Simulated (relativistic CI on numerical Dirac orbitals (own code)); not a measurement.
# Os⁴⁺ (5d4) in crystal fields: levels and magnetism

Aim: the levels, ground state and powder susceptibility of Os⁴⁺ in 6 parametric crystal fields.

Method: Dirac-Coulomb-Breit CI, KLI orbitals optimised for each configuration, model QED (radiative potential, 1s self-energy scaled to tabulated hydrogen-like ionisation energies), valence Slater integrals scaled by 0.75, one configuration in a parametric crystal field. Code: relativistic CI on numerical Dirac orbitals (own code) version 1.

**1. Starting point**

```
ion            : Os⁴⁺ (Os V)
nuclear charge : 76
electrons      : 72
open shell     : 5d4
Slater scale   : 0.75
field 1 (cm⁻¹) : Oh, 10Dq = 49300
field 2 (cm⁻¹) : Oh, 10Dq = 56100
field 3 (cm⁻¹) : Oh, 10Dq = 62900
field 4 (cm⁻¹) : Oh, 10Dq = 69700
field 5 (cm⁻¹) : Oh, 10Dq = 76500
field 6 (cm⁻¹) : Oh, 10Dq = 83300
```

The outer shells:

[Xe] 4f14 5d4
```
[Xe] core
4f [↑↓][↑↓][↑↓][↑↓][↑↓][↑↓][↑↓]
5d [↑ ][↑ ][↑ ][↑ ][  ]
```

**2. Field 1: Oh, 10Dq = 49300**

Settings of the run:

```ini
atom Os  Z=76  charge=4  electrons=72
nucleus A=192  rms_radius_fm=5.4126
hamiltonian dirac-coulomb  breit=on  qed=on  c_scale=1
orbitals kli  potential=per-configuration
slater_scale 0.75
correlation none
mixing on
configurations
  [Xe] 4f14 5d4
end
crystal_field Oh 10Dq=49300
```

**3. Field 2: Oh, 10Dq = 56100**

Settings: those of step 2 with these lines changed.

```diff
@@ -10,2 +10,2 @@
 end
-crystal_field Oh 10Dq=49300
+crystal_field Oh 10Dq=56100
```

**4. Field 3: Oh, 10Dq = 62900**

Settings: those of step 3 with these lines changed.

```diff
@@ -10,2 +10,2 @@
 end
-crystal_field Oh 10Dq=56100
+crystal_field Oh 10Dq=62900
```

**5. Field 4: Oh, 10Dq = 69700**

Settings: those of step 4 with these lines changed.

```diff
@@ -10,2 +10,2 @@
 end
-crystal_field Oh 10Dq=62900
+crystal_field Oh 10Dq=69700
```

**6. Field 5: Oh, 10Dq = 76500**

Settings: those of step 5 with these lines changed.

```diff
@@ -10,2 +10,2 @@
 end
-crystal_field Oh 10Dq=69700
+crystal_field Oh 10Dq=76500
```

**7. Field 6: Oh, 10Dq = 83300**

Settings: those of step 6 with these lines changed.

```diff
@@ -10,2 +10,2 @@
 end
-crystal_field Oh 10Dq=76500
+crystal_field Oh 10Dq=83300
```

(Steps that only read results are left out.)

Before running it: what results should come out? Wanted: ground spin.

The runs gave:

| field | ground state | degeneracy | S | J | first gap (cm⁻¹) | stabilisation (cm⁻¹) | χT at 2 K | χT at 300 K |
| --- | --- | --- | --- | --- | --- | --- | --- | --- |
| 1: Oh | A1 | 1 | 0.98 | 4.04 | 3843 | -56665 | 0.001 | 0.208 |
| 2: Oh | A1 | 1 | 0.98 | 4.09 | 3736 | -67208 | 0.001 | 0.217 |
| 3: Oh | A1 | 1 | 0.98 | 4.13 | 3651 | -77825 | 0.001 | 0.225 |
| 4: Oh | A1 | 1 | 0.97 | 4.16 | 3583 | -88494 | 0.002 | 0.231 |
| 5: Oh | A1 | 1 | 0.97 | 4.19 | 3526 | -99201 | 0.002 | 0.237 |
| 6: Oh | A1 | 1 | 0.97 | 4.21 | 3479 | -109937 | 0.002 | 0.241 |

χT is in cm³ K/mol; stabilisation counts from the free ion's lowest level; S and J come from the expectation values of their squares.

| quantity | value |
| --- | --- |
| ground spin (effective S from ⟨S²⟩) | 1: 0.98, 2: 0.98, 3: 0.98, 4: 0.97, 5: 0.97, 6: 0.97 |
| χT at 300 K | 0.21 to 0.24 cm³ K/mol |

In words: All fields leave the ground state at S = 1. Fields 1, 2, 3, 4, 5, 6 leave a non-degenerate ground state well apart, so χT falls towards zero on cooling. The field is a set of parameters, without covalency or charge transfer.
